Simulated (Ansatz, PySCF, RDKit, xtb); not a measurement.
# Isomers of C3H6O4S, a sample narrowed down

A sample of isomers of C3H6O4S is drawn. Aim: find which of them has the lowest free energy at 298.15 K, then its properties. The sample is small against all isomers, and the most stable one of this formula need not be in it.

Plan: many cheap relaxations first (GFN2-xTB), then density-functional screening, relaxation at B3LYP-D3(BJ)/def2-SVP, vibrations (at GFN2-xTB) and a final energy. The numbers are computed, not measured.

### 1 Candidates

Isomers were taken from a list of plausible structures; this is a sample, not all of them. That gives 11 candidates.

```
label                  SMILES     spin
 c014       C=C(OC)S(=O)(=O)O  singlet
 c037        O=S(=O)(O)OC1CC1  singlet
 c075  CO[C@@H]1CO[S@@](=O)O1  singlet
 c126         C=COCS(=O)(=O)O  singlet
 c246       CS(=O)(=O)CC(=O)O  singlet
 c268          O=S1(=O)COCCO1  singlet
 c402         CCS(=O)(=O)OC=O  singlet
 c466        O=S(=O)(O)C1COC1  singlet
 c852   C[C@H](C=O)S(=O)(=O)O  singlet
 c945       CO/C=C\S(=O)(=O)O  singlet
 c978   C[C@@H]1COS(=O)(=O)O1  singlet
```

Candidates are built by distance geometry, with a force field where one applies, in up to four conformers (letters a to d).

**Question.** With final energies at CCSD(T)/def2-SVP + MP2/def2-TZVPP - MP2/def2-SVP, which structure will this search put lowest in free energy, and by what margin?

| quantity | value |
| --- | --- |
| lowest structure found | CCS(=O)(=O)OC=O, singlet |
| next finalist | C[C@@H]1COS(=O)(=O)O1, singlet, 8.8 kcal/mol higher in G |
| share at equilibrium, among the finalists | 100.0 % |
| dipole moment (PBE0/def2-SVPD) | 3.65 D |
| HOMO energy (PBE0/def2-SVPD) | -9.08 eV |
| LUMO energy (PBE0/def2-SVPD) | -1.07 eV |
| HOMO–LUMO gap (PBE0/def2-SVPD) | 8.01 eV |
| lowest excitation (TD-PBE0/def2-SVPD) | 5.66 eV (f = 0.001) |
| strongest of the states computed, same level | 7.72 eV (f = 0.040) |
| lowest triplet excitation, same level, Tamm-Dancoff | 5.06 eV |
| vertical ionisation energy | 11.21 eV |
| vertical electron affinity | -0.89 eV (unbound: the value depends on the basis) |
| vertical triplet less singlet | +5.03 eV |

The search ends on `CCS(=O)(=O)OC=O`. The margin of 8.8 kcal/mol over the next finalist is beyond the usual error of the last level; it says nothing of structures that weren't ranked. r2SCAN-D4/def2-SVP, B3LYP-D3(BJ)/def2-SVP, HF/def2-SVP and MP2/def2-SVP already put its bonding pattern lowest among the structures in one piece; GFN2-xTB favours the singlet C[C@@H]1COS(=O)(=O)O1; HF/STO-3G favours the singlet CO[C@@H]1CO[S@@](=O)O1. 3 minima inside the window were never screened. Lowest found is not proven lowest: the search is finite, and each finalist counts with one conformer. Only 11 drawn patterns were tried, so whole families of isomers are missing, and the result ranks this sample alone. The lowest isomer need not be the one that is made and kept in a bottle, which depends on barriers.
